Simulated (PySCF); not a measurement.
# [BiF3]2+: how settings move a single point

Aim: repeat the single point on relaxed [BiF3]2+ with altered settings, some of them bad on purpose. It is a constructed species; whether it can be made isn't addressed.

Computed with PySCF 2.14.0. Level: r2SCAN, Bi def2-SVP with ECP60, F def2-SVP; scalar-relativistic core potentials, no spin–orbit coupling.

3 further runs of the same task are left out: 2 for a known fault of the program, 1 set aside as unsound or not needed.

## 1. The system as given

4 atoms, charge 2, spin multiplicity 1.

Bond lengths: Bi1–F2 1.978 Å, Bi1–F3 1.978 Å, Bi1–F4 1.978 Å. Angles: F2–Bi1–F3 117.3°, F2–Bi1–F4 117.3°, F3–Bi1–F4 125.5°.

As a file:

```
Bi   -0.04145   -0.00005    0.00000
F     1.93682   -0.00166    0.00000
F    -0.94595    1.75915    0.00000
F    -0.94941   -1.75744    0.00000
```

Formal oxidation states: Bi +5. An earlier session relaxed this geometry at r2SCAN, Bi def2-SVP with ECP60, F def2-SVP (singlet, point group C2v).

The sound run used a (50, 194) grid (finer on f atoms), a threshold of 1e-8 and at most 55 cycles, and ended at -512.814793 Eh.

## 2. Try 1

Input file run.py (the lines that set the calculation):

```python
mol = gto.M(atom='''
Bi    -0.04145    -0.00005     0.00000
F      1.93682    -0.00166     0.00000
F     -0.94595     1.75915     0.00000
F     -0.94941    -1.75744     0.00000''',
    basis={'Bi': 'def2-SVP', 'F': 'def2-SVP'},
    ecp={'Bi': 'def2-SVP'},
    charge=2, spin=0)
mf = dft.RKS(mol, xc='R2SCAN')
mf.grids.atom_grid = (50, 194)
mf = mf.density_fit()  # fitting sets: Bi def2-universal-JKFIT, F def2-universal-JKFIT
mf.conv_tol = 1e-06; mf.max_cycle = 55
mf.kernel(dm0)  # dm0: free metal ions and neutral atoms
```

Launch:

```sh
$ OMP_NUM_THREADS=2 python run.py
```

The program printed:

```text
init E= -507.418371783658
  HOMO = -1.1140470631537  LUMO = -0.932891670016449  gap/eV = 4.92949
cycle= 1 E= -511.78682902971  delta_E= -4.37  |g|= 2.28  |ddm|= 2.98
  HOMO = -0.557201846659584  LUMO = -0.532860671150308  gap/eV = 0.66236
cycle= 2 E= -505.82189624718  delta_E= 5.96  |g|= 5.42  |ddm|= 6.58
  HOMO = -0.878382658171509  LUMO = -0.800789295410112  gap/eV = 2.11142
cycle= 3 E= -512.783114334072  delta_E= -6.96  |g|= 0.345  |ddm|= 5.17
  HOMO = -0.806273559943355  LUMO = -0.803240344418334  gap/eV = 0.08254
cycle= 4 E= -511.061136106428  delta_E= 1.72  |g|= 2.31  |ddm|= 3.12
  HOMO = -0.901181895022609  LUMO = -0.832536879615308  gap/eV = 1.86793
cycle= 5 E= -512.811946372301  delta_E= -1.75  |g|= 0.121  |ddm|= 2.92
  HOMO = -0.894629799369492  LUMO = -0.826166620926596  gap/eV = 1.86298
cycle= 6 E= -512.814590765095  delta_E= -0.00264  |g|= 0.0289  |ddm|= 0.106
  HOMO = -0.896839621485528  LUMO = -0.826511958298855  gap/eV = 1.91371
cycle= 7 E= -512.81432077953  delta_E= 0.00027  |g|= 0.0458  |ddm|= 0.0565
  HOMO = -0.897251736389793  LUMO = -0.826534398914628  gap/eV = 1.92432
cycle= 8 E= -512.814771013895  delta_E= -0.00045  |g|= 0.00972  |ddm|= 0.0447
  HOMO = -0.896988715519732  LUMO = -0.826453375750322  gap/eV = 1.91936
cycle= 9 E= -512.814790561774  delta_E= -1.95e-05  |g|= 0.00325  |ddm|= 0.012
  HOMO = -0.897226716744405  LUMO = -0.826593168811559  gap/eV = 1.92204
cycle= 10 E= -512.814792743961  delta_E= -2.18e-06  |g|= 0.000442  |ddm|= 0.00266
  HOMO = -0.897245032640952  LUMO = -0.826586137627334  gap/eV = 1.92273
cycle= 11 E= -512.814792786896  delta_E= -4.29e-08  |g|= 8.5e-05  |ddm|= 0.0004
  HOMO = -0.897273237558495  LUMO = -0.826592093640862  gap/eV = 1.92333
Extra cycle  E= -512.814792764406  delta_E= 2.25e-08  |g|= 0.000331  |ddm|= 0.000404
converged SCF energy = -512.814792764406
```

It took 3.3 s on 2 threads of Intel Xeon Platinum 8259CL at 2.50GHz (Skylake/Cascade Lake), shared host.

Changed: the SCF threshold (1e-06). It converges in 11 cycles, at the sound run's energy within 0.001 eV, with a largest force component of 0.00 eV/Å. The result survives the change.

## 3. Try 2

run.py (the lines that set the calculation), as its differences from that of step 2:

```diff
@@ -11,3 +11,3 @@
 mf = mf.density_fit()  # fitting sets: Bi def2-universal-JKFIT, F def2-universal-JKFIT
-mf.conv_tol = 1e-06; mf.max_cycle = 55
-mf.kernel(dm0)  # dm0: free metal ions and neutral atoms
+mf.conv_tol = 1e-08; mf.max_cycle = 58
+mf.kernel(dm0)  # dm0: core Hamiltonian
```

Launch:

```sh
$ OMP_NUM_THREADS=2 python run.py
```

The program printed:

```text
init E= -495.405732819334
  HOMO = -0.12102103642026  LUMO = -0.0943528433013477  gap/eV = 0.72568
cycle= 1 E= -489.904302544689  delta_E=  5.5  |g|=  6.9  |ddm|= 18.5
  HOMO = -1.26645095418207  LUMO = -1.25194161461146  gap/eV = 0.39482
cycle= 2 E= -459.090250350692  delta_E= 30.8  |g|= 11.5  |ddm|= 23.4
  HOMO = -1.31189620434191  LUMO = -1.30973724578789  gap/eV = 0.05875
cycle= 3 E= -508.79460552425  delta_E= -49.7  |g|= 4.03  |ddm|= 12.7
  HOMO = -0.713587791720944  LUMO = -0.690036276705276  gap/eV = 0.64087
cycle= 4 E= -507.484712464677  delta_E= 1.31  |g|=  4.5  |ddm|= 5.01
  HOMO = -0.811966495785908  LUMO = -0.80602866736974  gap/eV = 0.16158
cycle= 5 E= -511.191953476299  delta_E= -3.71  |g|= 2.58  |ddm|= 3.97
  HOMO = -0.76000381878351  LUMO = -0.74933074572874  gap/eV = 0.29043
cycle= 6 E= -510.983125008914  delta_E= 0.209  |g|= 2.67  |ddm|= 3.17
  HOMO = -0.847484686728203  LUMO = -0.820215021306023  gap/eV = 0.74205
cycle= 7 E= -512.186810453905  delta_E= -1.2  |g|= 1.62  |ddm|= 2.26
  HOMO = -0.801094121596097  LUMO = -0.796228130988906  gap/eV = 0.13241
cycle= 8 E= -511.582292851885  delta_E= 0.605  |g|= 2.12  |ddm|= 2.26
  HOMO = -0.876223815388117  LUMO = -0.838212589123092  gap/eV = 1.03434
cycle= 9 E= -512.622916635937  delta_E= -1.04  |g|= 0.901  |ddm|= 2.08
  HOMO = -0.882326417897323  LUMO = -0.836635785113156  gap/eV = 1.24331
cycle= 10 E= -512.737549255841  delta_E= -0.115  |g|= 0.565  |ddm|= 0.436
  HOMO = -0.890901466935685  LUMO = -0.823984784683837  gap/eV = 1.82090
cycle= 11 E= -512.811103102428  delta_E= -0.0736  |g|= 0.126  |ddm|= 0.658
  HOMO = -0.89789805805531  LUMO = -0.826292511174014  gap/eV = 1.94849
cycle= 12 E= -512.814183209935  delta_E= -0.00308  |g|= 0.0513  |ddm|= 0.161
  HOMO = -0.897189397696269  LUMO = -0.826496727299048  gap/eV = 1.92365
cycle= 13 E= -512.814720576393  delta_E= -0.000537  |g|= 0.0179  |ddm|= 0.0412
  HOMO = -0.897101868633534  LUMO = -0.826535918216152  gap/eV = 1.92020
cycle= 14 E= -512.81478349882  delta_E= -6.29e-05  |g|= 0.00625  |ddm|= 0.0106
  HOMO = -0.897274407661129  LUMO = -0.826558630836647  gap/eV = 1.92427
cycle= 15 E= -512.814792594261  delta_E= -9.1e-06  |g|= 0.000903  |ddm|= 0.00674
  HOMO = -0.897253572968839  LUMO = -0.826587878694454  gap/eV = 1.92291
cycle= 16 E= -512.814792779938  delta_E= -1.86e-07  |g|= 0.000195  |ddm|= 0.00127
  HOMO = -0.897251206514717  LUMO = -0.826587685774001  gap/eV = 1.92285
cycle= 17 E= -512.814792788553  delta_E= -8.61e-09  |g|= 1.96e-05  |ddm|= 0.000184
  HOMO = -0.897245738837442  LUMO = -0.826584512120501  gap/eV = 1.92279
Extra cycle  E= -512.814792787243  delta_E= 1.31e-09  |g|= 7.87e-05  |ddm|= 8.3e-05
converged SCF energy = -512.814792787243
```

It took 4 s on 2 threads of Intel Xeon Platinum 8259CL at 2.50GHz (Skylake/Cascade Lake), shared host.

Changed: the starting guess (bare core Hamiltonian); the cycle limit is 58. It converges in 17 cycles, at the sound run's energy within 0.001 eV, with a largest force component of 0.00 eV/Å. The result survives the change.

## 4. Try 3

run.py (the lines that set the calculation), as its differences from that of step 3:

```diff
@@ -9,5 +9,5 @@
 mf = dft.RKS(mol, xc='R2SCAN')
-mf.grids.atom_grid = (50, 194)
+mf.grids.atom_grid = (99, 590)
 mf = mf.density_fit()  # fitting sets: Bi def2-universal-JKFIT, F def2-universal-JKFIT
-mf.conv_tol = 1e-08; mf.max_cycle = 58
-mf.kernel(dm0)  # dm0: core Hamiltonian
+mf.conv_tol = 1e-08; mf.max_cycle = 55
+mf.kernel(dm0)  # dm0: free metal ions and neutral atoms
```

Launch:

```sh
$ OMP_NUM_THREADS=2 python run.py
```

The program printed:

```text
init E= -507.417206714574
  HOMO = -1.11409953926308  LUMO = -0.933035069048341  gap/eV = 4.92702
cycle= 1 E= -511.784745144971  delta_E= -4.37  |g|= 2.28  |ddm|= 2.98
  HOMO = -0.556886735305195  LUMO = -0.532704913690396  gap/eV = 0.65802
cycle= 2 E= -505.813926776733  delta_E= 5.97  |g|= 5.42  |ddm|= 6.58
  HOMO = -0.878355679666524  LUMO = -0.80086613166074  gap/eV = 2.10860
cycle= 3 E= -512.781806188915  delta_E= -6.97  |g|= 0.345  |ddm|= 5.17
  HOMO = -0.806272632963023  LUMO = -0.803200027372383  gap/eV = 0.08361
cycle= 4 E= -511.059025020078  delta_E= 1.72  |g|= 2.31  |ddm|= 3.12
  HOMO = -0.901128047921779  LUMO = -0.832511240887506  gap/eV = 1.86716
cycle= 5 E= -512.810739204579  delta_E= -1.75  |g|= 0.12  |ddm|= 2.92
  HOMO = -0.894549936919131  LUMO = -0.826083251226024  gap/eV = 1.86307
cycle= 6 E= -512.813376903381  delta_E= -0.00264  |g|= 0.0287  |ddm|= 0.106
  HOMO = -0.896906753403566  LUMO = -0.826461328124743  gap/eV = 1.91692
cycle= 7 E= -512.813186973749  delta_E= 0.00019  |g|= 0.0416  |ddm|= 0.0525
  HOMO = -0.897222607559767  LUMO = -0.826468804425602  gap/eV = 1.92531
cycle= 8 E= -512.813551407952  delta_E= -0.000364  |g|= 0.0105  |ddm|= 0.0418
  HOMO = -0.896954411768413  LUMO = -0.826381529138615  gap/eV = 1.92039
cycle= 9 E= -512.813574738483  delta_E= -2.33e-05  |g|= 0.00327  |ddm|= 0.0127
  HOMO = -0.897193712939263  LUMO = -0.826523910792179  gap/eV = 1.92302
cycle= 10 E= -512.813576938726  delta_E= -2.2e-06  |g|= 0.000458  |ddm|= 0.00263
  HOMO = -0.897213066548616  LUMO = -0.826517016657455  gap/eV = 1.92374
cycle= 11 E= -512.813576985018  delta_E= -4.63e-08  |g|= 8.61e-05  |ddm|= 0.000413
  HOMO = -0.897218014552305  LUMO = -0.826516759905683  gap/eV = 1.92388
cycle= 12 E= -512.813576986749  delta_E= -1.73e-09  |g|= 1.38e-05  |ddm|= 0.00011
  HOMO = -0.8972137432164  LUMO = -0.826517233892201  gap/eV = 1.92375
Extra cycle  E= -512.813576985277  delta_E= 1.47e-09  |g|= 8.17e-05  |ddm|= 8.83e-05
converged SCF energy = -512.813576985277
```

Wall time 9.5 s (2 threads of Intel Xeon Platinum 8259CL at 2.50GHz (Skylake/Cascade Lake), shared host).

Changed: the integration grid, to (99, 590). It converges in 12 cycles, +0.033 eV from the sound run, with a largest force component of 0.08 eV/Å.

## 5. Try 4

Input file run.py (the lines that set the calculation):

```python
mol = gto.M(atom='''
Bi    -0.04643    -0.00005     0.00000
F      2.16924    -0.00186     0.00000
F     -1.05947     1.97024     0.00000
F     -1.06334    -1.96834     0.00000''',
    basis={'Bi': 'def2-SVP', 'F': 'def2-SVP'},
    ecp={'Bi': 'def2-SVP'},
    charge=2, spin=0)
mf = dft.RKS(mol, xc='R2SCAN')
mf.grids.atom_grid = (50, 194)
mf = mf.density_fit()  # fitting sets: Bi def2-universal-JKFIT, F def2-universal-JKFIT
mf.conv_tol = 1e-08; mf.max_cycle = 55
mf.kernel(dm0)  # dm0: free metal ions and neutral atoms
```

Launch:

```sh
$ OMP_NUM_THREADS=2 python run.py
```

The program printed:

```text
init E= -507.203093325325
  HOMO = -1.06594486901873  LUMO = -0.963972352104882  gap/eV = 2.77481
cycle= 1 E= -511.589950231738  delta_E= -4.39  |g|= 2.34  |ddm|= 2.84
  HOMO = -0.500815318470205  LUMO = -0.480851529788665  gap/eV = 0.54324
cycle= 2 E= -501.956954619649  delta_E= 9.63  |g|= 6.42  |ddm|= 7.31
  HOMO = -0.787230393176178  LUMO = -0.779033754978062  gap/eV = 0.22304
cycle= 3 E= -512.544251856741  delta_E= -10.6  |g|= 0.959  |ddm|= 5.72
  HOMO = -0.712331415095135  LUMO = -0.651171020913047  gap/eV = 1.66426
cycle= 4 E= -505.568709840294  delta_E= 6.98  |g|= 4.18  |ddm|= 3.61
  HOMO = -0.822994374552114  LUMO = -0.820134953060181  gap/eV = 0.07781
cycle= 5 E= -511.591446409771  delta_E= -6.02  |g|= 1.75  |ddm|= 2.69
  HOMO = -0.84953408441515  LUMO = -0.832740101518155  gap/eV = 0.45699
cycle= 6 E= -512.765076347009  delta_E= -1.17  |g|= 0.15  |ddm|= 2.39
  HOMO = -0.845580506198799  LUMO = -0.837524097892168  gap/eV = 0.21923
cycle= 7 E= -512.761245855952  delta_E= 0.00383  |g|= 0.195  |ddm|= 0.358
  HOMO = -0.843998570612005  LUMO = -0.837373479384373  gap/eV = 0.18028
cycle= 8 E= -512.733494412636  delta_E= 0.0278  |g|= 0.384  |ddm|= 0.582
  HOMO = -0.853293585005817  LUMO = -0.839152155033489  gap/eV = 0.38481
cycle= 9 E= -512.770847233399  delta_E= -0.0374  |g|= 0.0193  |ddm|= 0.399
  HOMO = -0.852632954833122  LUMO = -0.838816736769218  gap/eV = 0.37596
cycle= 10 E= -512.770934298479  delta_E= -8.71e-05  |g|= 0.0042  |ddm|= 0.0479
  HOMO = -0.852669973754606  LUMO = -0.83887874865715  gap/eV = 0.37528
cycle= 11 E= -512.770939322605  delta_E= -5.02e-06  |g|= 0.0024  |ddm|= 0.0235
  HOMO = -0.852614229670624  LUMO = -0.838877916858546  gap/eV = 0.37378
cycle= 12 E= -512.770941052139  delta_E= -1.73e-06  |g|= 0.000374  |ddm|= 0.00728
  HOMO = -0.85259256480914  LUMO = -0.838858575714737  gap/eV = 0.37372
cycle= 13 E= -512.770941094429  delta_E= -4.23e-08  |g|= 7.13e-05  |ddm|= 0.00128
  HOMO = -0.85259634490934  LUMO = -0.838861254190475  gap/eV = 0.37375
cycle= 14 E= -512.770941094949  delta_E= -5.2e-10  |g|= 5.14e-05  |ddm|= 7.81e-05
  HOMO = -0.852587397677774  LUMO = -0.838861490269645  gap/eV = 0.37350
Extra cycle  E= -512.770941016772  delta_E= 7.82e-08  |g|= 0.000563  |ddm|= 0.000621
converged SCF energy = -512.770941016772
```

It took 3.4 s on 2 threads of Intel Xeon Platinum 8259CL at 2.50GHz (Skylake/Cascade Lake), shared host.

Changed: the scale of all coordinates (1.12). It converges in 14 cycles, +1.193 eV from the sound run, with a largest force component of 2.68 eV/Å. The setting is unsound, so these numbers aren't the compound's.

## 6. Try 5

Input file run.py (the lines that set the calculation):

```python
mol = gto.M(atom='''
Bi    -0.04145    -0.00005     0.00000
F      1.93682    -0.00166     0.00000
F     -0.54444     0.97822     0.00000
F     -0.94941    -1.75744     0.00000''',
    basis={'Bi': 'def2-SVP', 'F': 'def2-SVP'},
    ecp={'Bi': 'def2-SVP'},
    charge=2, spin=0)
mf = dft.RKS(mol, xc='R2SCAN')
mf.grids.atom_grid = (50, 194)
mf = mf.density_fit()  # fitting sets: Bi def2-universal-JKFIT, F def2-universal-JKFIT
mf.conv_tol = 1e-08; mf.max_cycle = 70
mf.kernel(dm0)  # dm0: free metal ions and neutral atoms
```

Launch:

```sh
$ OMP_NUM_THREADS=2 python run.py
```

The program printed:

```text
init E= -508.795990223048
  HOMO = -1.10803388936791  LUMO = -0.778305702560193  gap/eV = 8.97236
cycle= 1 E= -509.539053260841  delta_E= -0.743  |g|= 2.47  |ddm|= 3.56
  HOMO = -0.487321173048311  LUMO = -0.457542255103344  gap/eV = 0.81033
cycle= 2 E= -502.270209168669  delta_E= 7.27  |g|= 5.68  |ddm|= 7.99
  HOMO = -0.871382303561216  LUMO = -0.639243509363414  gap/eV = 6.31682
cycle= 3 E= -509.786109843834  delta_E= -7.52  |g|= 2.13  |ddm|= 6.92
  HOMO = -0.827488006596152  LUMO = -0.677381928237157  gap/eV = 4.08459
cycle= 4 E= -510.564759544004  delta_E= -0.779  |g|= 0.528  |ddm|= 2.39
  HOMO = -0.822029799345211  LUMO = -0.685839553061457  gap/eV = 3.70593
cycle= 5 E= -510.584342989782  delta_E= -0.0196  |g|= 0.34  |ddm|= 0.573
  HOMO = -0.833249085678963  LUMO = -0.683943998205688  gap/eV = 4.06280
cycle= 6 E= -510.597565239101  delta_E= -0.0132  |g|= 0.235  |ddm|= 0.465
  HOMO = -0.84646197839098  LUMO = -0.684815222451648  gap/eV = 4.39863
cycle= 7 E= -510.609189607539  delta_E= -0.0116  |g|= 0.0216  |ddm|= 0.252
  HOMO = -0.847909559138734  LUMO = -0.687513088644745  gap/eV = 4.36461
cycle= 8 E= -510.60928873893  delta_E= -9.91e-05  |g|= 0.00509  |ddm|= 0.0363
  HOMO = -0.847432347459475  LUMO = -0.68665797994847  gap/eV = 4.37489
cycle= 9 E= -510.609293663802  delta_E= -4.92e-06  |g|= 0.000355  |ddm|= 0.00718
  HOMO = -0.847449379442985  LUMO = -0.686658714100231  gap/eV = 4.37534
cycle= 10 E= -510.609293688019  delta_E= -2.42e-08  |g|= 0.000113  |ddm|= 0.000593
  HOMO = -0.847444391640283  LUMO = -0.686655128522367  gap/eV = 4.37530
cycle= 11 E= -510.609293690919  delta_E= -2.9e-09  |g|= 1.36e-05  |ddm|= 0.000137
  HOMO = -0.847440810757921  LUMO = -0.686654847113161  gap/eV = 4.37521
Extra cycle  E= -510.609293690567  delta_E= 3.53e-10  |g|= 4.39e-05  |ddm|= 5.85e-05
converged SCF energy = -510.609293690567
```

Run time: 3.3 s. Hardware: 2 threads of Intel Xeon Platinum 8259CL at 2.50GHz (Skylake/Cascade Lake), shared host.

Changed: one atom's place (atom 3 put 1.1 Å from the metal); the cycle limit is 70. It converges in 11 cycles, +60.015 eV from the sound run, with a largest force component of 262.65 eV/Å. The setting is unsound, so these numbers aren't the compound's.

## 7. Results

| run | changed | ending | energy change (eV) | cycles | time | usable |
| --- | --- | --- | --- | --- | --- | --- |
| 1 | the SCF threshold | converged | 0.000 | 11 | 3.3 s | yes |
| 2 | the starting guess | converged | 0.000 | 17 | 4 s | yes |
| 3 | the integration grid | converged | +0.033 | 12 | 9.5 s | yes |
| 4 | the scale of all coordinates | converged | +1.193 | 14 | 3.4 s | no |
| 5 | one atom's place | converged | +60.015 | 11 | 3.3 s | no |

3 of 5 altered runs give a usable result. 2 ended normally with numbers unfit to quote.
